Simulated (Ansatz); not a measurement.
# CaTiN2: how the settings move a single-point run

Aim: see which settings change the result for CaTiN2, by how much, and at what cost. The cell is built on a prototype (ordering on rocksalt) and needn't be the phase found in nature.

Program: Ansatz 0.2.0. Level of theory: reference: DFT, PBEsol, plane waves, PAW. These are calculated values, not measurements.

## 1. Starting point

Symmetry: P4/mmm, No. 123, tetragonal system. The conventional cell has a = 3.224 Å, b = 3.224 Å, c = 4.450 Å, α = 90.00°, β = 90.00°, γ = 90.00°. Around Ca (site symmetry 4/mmm) lie 6 N at 2.22 to 2.28 Å. N (site symmetry 4/mmm) is surrounded by 2 Ca at 2.22 Å and 4 Ti at 2.28 Å. Ti (site symmetry 4/mmm) has 6 N at 2.22 to 2.28 Å as nearest neighbours. N (site symmetry 4/mmm) is surrounded by 2 Ti at 2.22 Å and 4 Ca at 2.28 Å.

Structure file:

```
Ca N Ti
1.0
     3.22445    0.00000    0.00000
     0.00000    3.22445    0.00000
     0.00000    0.00000    4.44951
Ca N Ti
1 2 1
Direct
  0.00000 0.00000 0.00000
  0.00000 0.00000 0.50000
  0.50000 0.50000 0.00000
  0.50000 0.50000 0.50000
```

## 2. The reference run

input.yaml

```yaml
crystal:
  lattice:
    - [3.2244492814, 0.0, 0.0]
    - [0.0, 3.2244492814, 0.0]
    - [0.0, 0.0, 4.4495082959]
  atoms:
    - { symbol: Ca, position: [0.0, 0.0, 0.0] }
    - { symbol: "N", position: [0.0, 0.0, 0.5] }
    - { symbol: Ti, position: [0.5, 0.5, 0.5] }
    - { symbol: "N", position: [0.5, 0.5, 0.0] }
kpoints:
  mp_grid: { grid: [6, 6, 4] }
hamiltonian:
  xc: pbesol
scf:
  occupations: { method: fermi_dirac, width: 0.02 }
  n_extra_bands: 5
output:
  forces: true
  stress: true
  eigenvalues: true
  write_density: true
  write_potential: true
  elf: true
  volumetric_format: npy
```

Run with:

```sh
$ ansatz run input.yaml --threads 4 --pin off --max-ram 3686MiB --backend cpu --events-out ev --progress --plain --runs-dir out
```

## 3. A further run, with the input changed

Changes to input.yaml since step 2:

```diff
@@ -17,2 +17,4 @@
   n_extra_bands: 5
+  mixing: { beta: 1.0 }
+  max_iter: 94
 output:
@@ -21,5 +23 @@
   eigenvalues: true
-  write_density: true
-  write_potential: true
-  elf: true
-  volumetric_format: npy
```

## 5. Changed: occupations.method cold, occupations.width 0.5

Changes to input.yaml since step 2:

```diff
@@ -15,3 +15,3 @@
 scf:
-  occupations: { method: fermi_dirac, width: 0.02 }
+  occupations: { method: cold, width: 0.5 }
   n_extra_bands: 5
@@ -21,5 +21 @@
   eigenvalues: true
-  write_density: true
-  write_potential: true
-  elf: true
-  volumetric_format: npy
```

## 6. Changed: dispersion d3bj

Changes to input.yaml since step 2:

```diff
@@ -14,2 +14,3 @@
   xc: pbesol
+  dispersion: d3bj
 scf:
@@ -21,5 +22 @@
   eigenvalues: true
-  write_density: true
-  write_potential: true
-  elf: true
-  volumetric_format: npy
```

## 7. A run with other settings

Changes to input.yaml since step 2:

```diff
@@ -16,3 +16,3 @@
   occupations: { method: fermi_dirac, width: 0.02 }
-  n_extra_bands: 5
+  n_extra_bands: 0
 output:
@@ -21,5 +21 @@
   eigenvalues: true
-  write_density: true
-  write_potential: true
-  elf: true
-  volumetric_format: npy
```

## 9. Variant: occupations.method methfessel_paxton, occupations.width 0.05

Changes to input.yaml since step 2:

```diff
@@ -15,3 +15,3 @@
 scf:
-  occupations: { method: fermi_dirac, width: 0.02 }
+  occupations: { method: methfessel_paxton, width: 0.05 }
   n_extra_bands: 5
@@ -21,5 +21 @@
   eigenvalues: true
-  write_density: true
-  write_potential: true
-  elf: true
-  volumetric_format: npy
```

## 10. The same system, input altered

Changes to input.yaml since step 2:

```diff
@@ -17,2 +17,3 @@
   n_extra_bands: 5
+  max_iter: 60
 output:
@@ -21,5 +22,4 @@
   eigenvalues: true
-  write_density: true
-  write_potential: true
-  elf: true
-  volumetric_format: npy
+magnetization:
+  spin_polarized: true
+  initial_magnetization: 6.0
```

(Steps that only read results are left out.)

Before running it: what results should come out? Wanted: for each run, ending; energy change; pressure; gap; force.

As calculated:

| run | ending | energy change | pressure (GPa) | gap (eV) | force (eV/Å) | cycles | time |
| --- | --- | --- | --- | --- | --- | --- | --- |
| reference | converged | 0 | -4.2 | 0.00 | 0.00 | 7 | 0.87 s |
| 1: mixing.beta 1.0 | converged | 0.0 meV/atom | -4.2 | 0.00 | 0.00 | 10 | 0.8 s |
| 2: occupations.method cold, occupations.width 0.5 | converged | -1.8 meV/atom (σ→0) | -4.6 | 0.00 | 0.00 | 7 | 0.68 s |
| 3: dispersion d3bj | converged | -347.8 meV/atom (offset of the dispersion model) | -9.1 | 0.00 | 0.00 | 7 | 0.67 s |
| 4: n_extra_bands 0 | refused | - | - | - | - | - | 0.09 s |
| 5: occupations.method methfessel_paxton, occupations.width 0.05 | converged | 0.0 meV/atom (σ→0) | -4.2 | 0.00 | 0.00 | 7 | 0.67 s |
| 6: spin_polarized true, initial_magnetization 6.0 | converged | 0.0 meV/atom | -4.2 | 0.00 | 0.00 | 15 | 2 s |

Times don't compare one to one where runs were asked for different outputs or read a saved state (see the inputs); cycles may leave out searches for a lower state.

Residual by cycle in the longest SCF loop of each run; runs are numbered as in the table. The quantity is the density residual dr2, in eV.

| cycle | reference | run 1 | run 2 | run 3 | run 5 | run 6 |
| --- | --- | --- | --- | --- | --- | --- |
| 1 | 0.157 | 0.157 | 0.157 | 0.157 | 0.154 | 5.07 |
| 2 | 0.0395 | 0.434 | 0.0334 | 0.0395 | 0.0231 | 3.86 |
| 4 | 1.3e-5 | 0.0236 | 1.9e-4 | 1.3e-5 | 2.6e-4 | 0.457 |
| 5 | 1.6e-6 | 0.0017 | 1.2e-5 | 1.6e-6 | 1.6e-5 | 0.0638 |
| 6 | 1.3e-7 | 1.7e-4 | 1.4e-7 | 1.3e-7 | 2.1e-7 | 0.00628 |
| 7 | 2.2e-9 | 1.2e-6 | 6.6e-9 | 2.2e-9 | 1.6e-9 | 0.00128 |
| 9 | - | 3.4e-7 | - | - | - | 3.0e-5 |
| 10 | - | 3.4e-9 | - | - | - | 1.2e-5 |
| 11 | - | - | - | - | - | 1.3e-7 |
| 12 | - | - | - | - | - | 1.5e-7 |
| 14 | - | - | - | - | - | 4.3e-10 |
| 15 | - | - | - | - | - | 4.6e-10 |

**Reading.** 1 of the 6 altered inputs did not end normally.
